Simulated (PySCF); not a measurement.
# C6H5F: the cost of one run

Programs: PySCF 2.14.0, with density-fitted response routines of our own. Each step states its level of theory. These are calculated values for one molecule in the gas phase, unless marked as measured. Atoms count from 0, in the outputs and in this text.

**1. The starting structure**

12 atoms, charge 0, multiplicity 1; geometry from: GFN2-xTB. The atoms were then displaced at random by about 0.01 Å, so the start is not that level's minimum.

Bonds of the start (Å): C0–C1 1.47, C1–C2 1.22, C2–C3 1.38, C3–F4 1.40, C3–C5 1.51, C5–C6 1.30, C6–C3 1.50, C0–H7 1.12, C0–H8 1.09, C0–H9 1.06, C5–H10 1.08, C6–H11 1.06.

**2. Optimising the geometry at PBE0-D3(BJ)/def2-SVP**

The job: settings as JSON, then the geometry in Å.

```
{"job": {"xc": "PBE0", "basis": "def2-SVP", "d3": "d3bj", "grid": 1, "shake": 0.01, "kind": "geom"}, "charge": 0, "multiplicity": 1}
C      2.688760     0.019130     0.263880
C      1.234990     0.244200     0.189780
C      0.031430     0.396360     0.111270
C     -1.326260     0.619970     0.053640
F     -1.721680     1.852300     0.577740
C     -2.376990    -0.464200     0.160370
C     -2.227760     0.072080    -1.016780
H      3.200750     0.962820    -0.040000
H      2.960180    -0.212430     1.294990
H      2.956930    -0.763310    -0.403590
H     -2.861520    -1.154820     0.828470
H     -2.519150     0.164340    -2.028800
```

Run with:

```console
> OMP_NUM_THREADS=1 python probes_run.py task.json out
```

The driver reads the jobs from task.json and runs them one after another.

Q: Estimate the wall time and peak memory of this first job on 1 thread of Arm Neoverse N1, shared host.

About 62 s, with a peak of 0.48 GiB.
